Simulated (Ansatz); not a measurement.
# Ge2Sb2Te5: the cost of one run

Program: Ansatz 0.2.0. Level of theory: DFT PBE+D3(BJ), scalar-relativistic, plane waves, PAW, and further levels as typed in the inputs. These are calculated values, not measurements.

### 1 Starting point

The structure is triclinic, space group P1 (No. 1). Conventional cell: a = 11.262 Å, b = 12.040 Å, c = 12.770 Å, α = 90.00°, β = 100.89°, γ = 105.50°. Te (site symmetry 1) is surrounded by 3 Sb at 3.01 Å and 2 Ge at 3.01 Å. Te (site symmetry 1) is surrounded by 4 Sb at 3.01 Å and 2 Ge at 3.01 Å. Te (site symmetry 1) is surrounded by 2 Sb at 3.01 Å and 3 Ge at 3.01 Å. Around Te (site symmetry 1) lie 3 Ge at 3.01 Å and 3 Sb at 3.01 Å. Te (site symmetry 1) has 5 Sb at 3.01 Å and 1 Ge at 3.01 Å as nearest neighbours. Te (site symmetry 1) is surrounded by 3 Ge at 3.01 Å and 2 Sb at 3.01 Å. Te (site symmetry 1) is surrounded by 1 Sb at 3.01 Å and 3 Ge at 3.01 Å. Around Te (site symmetry 1) lie 4 Ge at 3.01 Å. Only part of the 54 independent sites is listed.

Structure file:

```cif
data_structure
_symmetry_space_group_name_H-M 'P 1'
_symmetry_Int_Tables_number 1
_cell_length_a 12.0400
_cell_length_b 12.7703
_cell_length_c 11.2624
_cell_angle_alpha 79.107
_cell_angle_beta 74.499
_cell_angle_gamma 90.000
_cell_volume 1636.25
loop_
_atom_site_label
_atom_site_type_symbol
_atom_site_fract_x
_atom_site_fract_y
_atom_site_fract_z
_atom_site_occupancy
Te1 Te 0.90000 0.26667 0.40000 1
Te2 Te 0.80000 0.20000 0.80000 1
Te3 Te 0.70000 0.13333 0.20000 1
Te4 Te 0.60000 0.06667 0.60000 1
Te5 Te 0.50000 0.00000 0.00000 1
Te6 Te 0.90000 0.60000 0.40000 1
Te7 Te 0.80000 0.53333 0.80000 1
Te8 Te 0.70000 0.46667 0.20000 1
Te9 Te 0.60000 0.40000 0.60000 1
Te10 Te 0.50000 0.33333 0.00000 1
Te11 Te 0.40000 0.26667 0.40000 1
Te12 Te 0.30000 0.20000 0.80000 1
Te13 Te 0.20000 0.13333 0.20000 1
Te14 Te 0.10000 0.06667 0.60000 1
Te15 Te 0.00000 0.00000 0.00000 1
Te16 Te 0.90000 0.93333 0.40000 1
Te17 Te 0.80000 0.86667 0.80000 1
Te18 Te 0.70000 0.80000 0.20000 1
Te19 Te 0.60000 0.73333 0.60000 1
Te20 Te 0.50000 0.66667 0.00000 1
Te21 Te 0.40000 0.60000 0.40000 1
Te22 Te 0.30000 0.53333 0.80000 1
Te23 Te 0.20000 0.46667 0.20000 1
Te24 Te 0.10000 0.40000 0.60000 1
Te25 Te 0.00000 0.33333 0.00000 1
Te26 Te 0.40000 0.93333 0.40000 1
Te27 Te 0.30000 0.86667 0.80000 1
Te28 Te 0.20000 0.80000 0.20000 1
Te29 Te 0.10000 0.73333 0.60000 1
Te30 Te 0.00000 0.66667 0.00000 1
Ge1 Ge 0.55000 0.20000 0.80000 1
Sb1 Sb 0.45000 0.13333 0.20000 1
Sb2 Sb 0.35000 0.06667 0.60000 1
Sb3 Sb 0.25000 0.00000 0.00000 1
Ge2 Ge 0.15000 0.93333 0.40000 1
Ge3 Ge 0.45000 0.46667 0.20000 1
Ge4 Ge 0.35000 0.40000 0.60000 1
Sb4 Sb 0.25000 0.33333 0.00000 1
Sb5 Sb 0.15000 0.26667 0.40000 1
Sb6 Sb 0.05000 0.20000 0.80000 1
Sb7 Sb 0.85000 0.06667 0.60000 1
Sb8 Sb 0.75000 0.00000 0.00000 1
Ge5 Ge 0.65000 0.93333 0.40000 1
Sb9 Sb 0.55000 0.86667 0.80000 1
Sb10 Sb 0.45000 0.80000 0.20000 1
Ge6 Ge 0.25000 0.66667 0.00000 1
Sb11 Sb 0.15000 0.60000 0.40000 1
Ge7 Ge 0.05000 0.53333 0.80000 1
Ge8 Ge 0.95000 0.46667 0.20000 1
Sb12 Sb 0.85000 0.40000 0.60000 1
Ge9 Ge 0.75000 0.33333 0.00000 1
Ge10 Ge 0.65000 0.26667 0.40000 1
Ge11 Ge 0.95000 0.80000 0.20000 1
Ge12 Ge 0.85000 0.73333 0.60000 1
```

### 2 Relaxing cell and atoms: Ge2Sb2Te5, no spin

File input.yaml:

```yaml
crystal:
  lattice:
    - [0.0, 0.0, -12.04]
    - [-9.03, 9.03, 0.0]
    - [6.02, 9.03, -3.01]
  atoms:
    - { symbol: Te, position: [0.9, 0.2666666667, 0.4] }
    - { symbol: Te, position: [0.8, 0.2, 0.8] }
    - { symbol: Te, position: [0.7, 0.1333333333, 0.2] }
    - { symbol: Te, position: [0.6, 0.0666666667, 0.6] }
    - { symbol: Te, position: [0.5, 0.0, 0.0] }
    - { symbol: Te, position: [0.9, 0.6, 0.4] }
    - { symbol: Te, position: [0.8, 0.5333333333, 0.8] }
    - { symbol: Te, position: [0.7, 0.4666666667, 0.2] }
    - { symbol: Te, position: [0.6, 0.4, 0.6] }
    - { symbol: Te, position: [0.5, 0.3333333333, 0.0] }
    - { symbol: Te, position: [0.4, 0.2666666667, 0.4] }
    - { symbol: Te, position: [0.3, 0.2, 0.8] }
    - { symbol: Te, position: [0.2, 0.1333333333, 0.2] }
    - { symbol: Te, position: [0.1, 0.0666666667, 0.6] }
    - { symbol: Te, position: [0.0, 0.0, 0.0] }
    - { symbol: Te, position: [0.9, 0.9333333333, 0.4] }
    - { symbol: Te, position: [0.8, 0.8666666667, 0.8] }
    - { symbol: Te, position: [0.7, 0.8, 0.2] }
    - { symbol: Te, position: [0.6, 0.7333333333, 0.6] }
    - { symbol: Te, position: [0.5, 0.6666666667, 0.0] }
    - { symbol: Te, position: [0.4, 0.6, 0.4] }
    - { symbol: Te, position: [0.3, 0.5333333333, 0.8] }
    - { symbol: Te, position: [0.2, 0.4666666667, 0.2] }
    - { symbol: Te, position: [0.1, 0.4, 0.6] }
    - { symbol: Te, position: [0.0, 0.3333333333, 0.0] }
    - { symbol: Te, position: [0.4, 0.9333333333, 0.4] }
    - { symbol: Te, position: [0.3, 0.8666666667, 0.8] }
    - { symbol: Te, position: [0.2, 0.8, 0.2] }
    - { symbol: Te, position: [0.1, 0.7333333333, 0.6] }
    - { symbol: Te, position: [0.0, 0.6666666667, 0.0] }
    - { symbol: Ge, position: [0.55, 0.2, 0.8] }
    - { symbol: Sb, position: [0.45, 0.1333333333, 0.2] }
    - { symbol: Sb, position: [0.35, 0.0666666667, 0.6] }
    - { symbol: Sb, position: [0.25, 1.0, 0.0] }
    - { symbol: Ge, position: [0.15, 0.9333333333, 0.4] }
    - { symbol: Ge, position: [0.45, 0.4666666667, 0.2] }
    - { symbol: Ge, position: [0.35, 0.4, 0.6] }
    - { symbol: Sb, position: [0.25, 0.3333333333, 0.0] }
    - { symbol: Sb, position: [0.15, 0.2666666667, 0.4] }
    - { symbol: Sb, position: [0.05, 0.2, 0.8] }
    - { symbol: Sb, position: [0.85, 0.0666666667, 0.6] }
    - { symbol: Sb, position: [0.75, 0.0, 0.0] }
    - { symbol: Ge, position: [0.65, 0.9333333333, 0.4] }
    - { symbol: Sb, position: [0.55, 0.8666666667, 0.8] }
    - { symbol: Sb, position: [0.45, 0.8, 0.2] }
    - { symbol: Ge, position: [0.25, 0.6666666667, 0.0] }
    - { symbol: Sb, position: [0.15, 0.6, 0.4] }
    - { symbol: Ge, position: [0.05, 0.5333333333, 0.8] }
    - { symbol: Ge, position: [0.95, 0.4666666667, 0.2] }
    - { symbol: Sb, position: [0.85, 0.4, 0.6] }
    - { symbol: Ge, position: [0.75, 0.3333333333, 0.0] }
    - { symbol: Ge, position: [0.65, 0.2666666667, 0.4] }
    - { symbol: Ge, position: [0.95, 0.8, 0.2] }
    - { symbol: Ge, position: [0.85, 0.7333333333, 0.6] }
scf:
  occupations: { method: gaussian, width: 0.03 }
output:
  forces: true
  stress: true
  eigenvalues: true
hamiltonian:
  xc: pbe
  dispersion: d3bj
kpoints:
  mp_grid: { grid: [2, 2, 2] }
relax:
  f_tol: 0.015
  max_steps: 80
  cell: { stress_tol: 0.1 }
```

Command:

```console
> ansatz run input.yaml --threads 8 --pin off --max-ram 20480MiB --backend cpu --events-out ev --progress --plain --runs-dir out
```

Q: Estimate wall time and peak memory on 8 threads of Intel Xeon 6975P-C (Granite Rapids), shared host.

About 20 min, with a peak of 15 GiB.
